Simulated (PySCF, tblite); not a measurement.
# C6H10O2Si: geometry, infrared bands and NMR shifts

Wanted: the infrared bands and NMR shifts of C6H10O2Si (`CC#C[SiH]1OCCCO1`), by calculation.

Programs: tblite 0.8.0 and PySCF 2.14.0, with density-fitted response routines of our own. Each step states its level of theory. These are calculated values for one molecule in the gas phase, unless marked as measured. Atoms count from 0, in the outputs and in this text.

## Step 1: The starting structure

19 atoms, charge 0, multiplicity 1; geometry from: force field or distance geometry start.

Bonds of the start (Å): C0–C1 1.46, C1–C2 1.18, C2–Si3 1.83, Si3–O4 1.73, O4–C5 1.42, C5–C6 1.49, C6–C7 1.48, C7–O8 1.39, O8–Si3 1.72, C0–H9 1.10, C0–H10 1.10, C0–H11 1.10, Si3–H12 1.46, C5–H13 1.14, C5–H14 1.10, C6–H15 1.13, C6–H16 1.13, C7–H17 1.14, C7–H18 1.13.

## Step 2: Optimising the geometry with GFN2-xTB

What the job is given:

```
{"job": {"kind": "relax", "xc": "GFN2-xTB", "basis": "xTB"}, "charge": 0, "multiplicity": 1}
C      3.850800     0.488300     0.096500
C      2.528800    -0.138100     0.104400
C      1.464900    -0.657500     0.135600
Si    -0.190700    -1.443700     0.148900
O     -1.053000    -0.751600     1.479500
C     -1.139900     0.621900     1.135700
C     -2.167400     0.754500     0.065700
C     -2.270600    -0.388900    -0.875700
O     -1.067100    -0.974000    -1.258000
H      4.109600     0.748200    -0.945000
H      3.805800     1.372100     0.751500
H      4.593500    -0.240000     0.454000
H     -0.077200    -2.890500     0.272900
H     -0.129300     0.851000     0.668000
H     -1.297500     1.257000     2.024300
H     -3.164000     0.820700     0.597900
H     -2.075000     1.722900    -0.499900
H     -3.016800    -1.169500    -0.521600
H     -2.714600     0.026400    -1.822400
```

The run is started by

```console
> OMP_NUM_THREADS=1 python probes_run.py task.json out
```

The driver reads the jobs from task.json and runs them one after another.

**Question.** This job is followed by: GFN2-xTB harmonic vibrations, gas phase; GIAO PBE0/pcSseg-1 NMR shielding, non-relativistic, gas phase. Predict these results of the whole session: strongest single infrared mode (GFN2-xTB); zero-point energy (GFN2-xTB); 13C shifts against TMS (PBE0/pcSseg-1, means over atoms taken as alike); 1H shifts against TMS (PBE0/pcSseg-1, means over atoms taken as alike); 29Si shifts against TMS (PBE0/pcSseg-1); 17O shifts against H2O (PBE0/pcSseg-1, means over atoms taken as alike).

The runs gave:

| quantity | value |
| --- | --- |
| strongest single infrared mode (GFN2-xTB) | 1156 cm⁻¹, 413 km/mol |
| zero-point energy (GFN2-xTB) | 92.2 kcal/mol |
| 13C shifts against TMS (PBE0/pcSseg-1, means over atoms taken as alike) | 107.2, 86.8, 67.4, 36.4, 5.5 ppm |
| 1H shifts against TMS (PBE0/pcSseg-1, means over atoms taken as alike) | 4.86, 4.45, 4.29, 2.30, 2.00, 1.27 ppm |
| 29Si shifts against TMS (PBE0/pcSseg-1) | -54.7 ppm |
| 17O shifts against H2O (PBE0/pcSseg-1, means over atoms taken as alike) | 46.2 ppm |

The optimisation took 129 steps and gained 1.070 eV; among the close pairs (by a distance rule), Si3–O4 changed most, from 1.730 to 1.637 Å. The lowest mode is imaginary (21i cm⁻¹), so the xTB geometry is not a minimum. The strongest single mode, at 1156 cm⁻¹, has its largest shares on O8, O4, C7 and C5 (the list is cut at 4 atoms). Unscaled tight-binding wavenumbers are off by several per cent, some by more. Its intensities can rank the bands wrongly. At PBE0/pcSseg-1: Shielding is most anisotropic at C1 (span 287 ppm, paramagnetic term -197 ppm).
